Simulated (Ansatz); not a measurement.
# C4H10Zn: vertical ionisation energy

Aim: the vertical ionisation energy of C4H10Zn, as cation minus neutral at the neutral's geometry, on several levels, and how well −ε(HOMO) stands in for it.

Computed with Ansatz 0.2.0, Gaussian basis. Level: unrestricted cation, the program's frozen cores in correlated methods.

Levels to be run: UKS PBE-D4/def2-TZVPP; UKS r2SCAN-D4/def2-TZVPP; UKS PBE0-D4/def2-TZVPP; UKS B3LYP-D4/def2-TZVPP; UKS wB97X-V/def2-TZVPP; UKS wB97M-V/def2-TZVPP; UKS B2PLYP (frozen core with 3s3p of Cu, Zn)/def2-TZVPP; UHF-CCSD(T) with 3s3p of Cu, Zn/def2-TZVPP; UHF-MP2 with 3s3p of Cu, Zn/def2-QZVPP; extrapolation to the limit; then −ε(HOMO) from the neutral's earlier runs with LDA (SPW92), PBE-D4, revPBE-D4, BLYP-D4, r2SCAN-D4, B97M-V, PBE0-D4, B3LYP-D4, r2SCANh-D4, r2SCAN0-D4, HSE06-D4, BHLYP-D4, CAM-B3LYP-D4, LC-ωPBE, ωB97X-V, ωB97M-V.

### 1 The geometry

An earlier PBE0-D4 in a triple-zeta def2 set relaxation fixed the geometry.

SMILES `CC[CH2][Zn][CH3]`, 15 atoms, charge 0, spin multiplicity 1.

Atoms are counted from 1 here; the program's logs count them from 0.

Bond lengths: C1–C2 1.520 Å, C1–H6 1.093 Å, C1–H7 1.096 Å, C1–H8 1.094 Å, C2–C3 1.527 Å, C2–H9 1.098 Å, C2–H10 1.096 Å, C3–Zn4 1.958 Å, C3–H11 1.098 Å, C3–H12 1.096 Å, Zn4–C5 1.945 Å, C5–H13 1.093 Å, C5–H14 1.093 Å, C5–H15 1.093 Å. Angles: C2–C1–H6 112.0°, C2–C1–H7 111.3°, C2–C1–H8 111.0°, H6–C1–H7 107.4°, H6–C1–H8 107.7°, H7–C1–H8 107.2°, C1–C2–C3 113.1°, C1–C2–H9 108.6°, C1–C2–H10 109.1°, C3–C2–H9 110.1°, C3–C2–H10 110.1°, H9–C2–H10 105.6°, C2–C3–Zn4 115.2°, C2–C3–H11 109.5°, C2–C3–H12 110.3°, Zn4–C3–H11 107.5°, Zn4–C3–H12 108.2°, H11–C3–H12 105.6° and more.

### 2 Cation, UKS PBE-D4/def2-TZVPP

Contents of in.yaml:

```yaml
crystal:
  periodic: [false, false, false]
  atoms:
    - {symbol: C, position_ang: [-0.023073, -0.015913, 2.025534]}
    - {symbol: C, position_ang: [1.191280, -0.405415, 1.199304]}
    - {symbol: C, position_ang: [0.826853, -1.052150, -0.135404]}
    - {symbol: Zn, position_ang: [-0.300063, 0.036634, -1.310192]}
    - {symbol: C, position_ang: [-1.409642, 1.113349, -2.490272]}
    - {symbol: H, position_ang: [0.259214, 0.403794, 2.994290]}
    - {symbol: H, position_ang: [-0.632921, 0.733709, 1.507957]}
    - {symbol: H, position_ang: [-0.663964, -0.882718, 2.212233]}
    - {symbol: H, position_ang: [1.813739, -1.088765, 1.791642]}
    - {symbol: H, position_ang: [1.809607, 0.483285, 1.030023]}
    - {symbol: H, position_ang: [0.298541, -1.996810, 0.047626]}
    - {symbol: H, position_ang: [1.734643, -1.323976, -0.686577]}
    - {symbol: H, position_ang: [-1.051441, 2.145432, -2.534655]}
    - {symbol: H, position_ang: [-1.406596, 0.715179, -3.508541]}
    - {symbol: H, position_ang: [-2.446177, 1.134365, -2.142967]}
basis:
  gaussian: {orbitals: def2-TZVPP}
total_charge: 1
magnetization: {spin_polarized: true, initial_magnetization: 1}
hamiltonian: {xc: pbe, dispersion: d4}
```

Run with:

```bash
$ ansatz run in.yaml --threads 2 --pin off --events-out ev --progress --plain --max-ram 32768MiB --backend cuda --devices 0, --max-vram 18GiB
```

The runs that follow: Cation, UKS r2SCAN-D4/def2-TZVPP; Cation, UKS PBE0-D4/def2-TZVPP; Cation, UKS B3LYP-D4/def2-TZVPP; Cation, UKS wB97X-V/def2-TZVPP; Cation, UKS wB97M-V/def2-TZVPP; Cation, UKS B2PLYP (frozen core with 3s3p of Cu, Zn)/def2-TZVPP; Cation, UHF-CCSD(T) with 3s3p of Cu, Zn/def2-TZVPP; Cation, UHF-MP2 with 3s3p of Cu, Zn/def2-QZVPP.

**Question.** What will the summary of the whole plan be? Wanted: ionisation energy, CCSD(T)/CBS; nearest functional by difference; nearest −ε(HOMO); −ε(HOMO) of PBE; T1 of the cation.

As calculated:

```
                        quantity               value
  ionisation energy, CCSD(T)/CBS             9.01 eV
nearest functional by difference  ωB97M-V (-0.11 eV)
                nearest −ε(HOMO)  ωB97X-V (+0.04 eV)
                 −ε(HOMO) of PBE             5.64 eV
                T1 of the cation               0.021
```

In words: Energy differences with functionals land within 0.50 eV of the reference. The PBE orbital energy is 3.4 eV too small: a semilocal HOMO is no ionisation energy. Among orbital estimates ωB97X-V comes nearest. Hartree-Fock falls 1.21 eV short, as the neutral has more correlation energy than the cation. The cation may have settled in a state other than its lowest; no search over hole states beyond the program's own was made. For Zn the d shell is correlated and the shells below it are frozen.
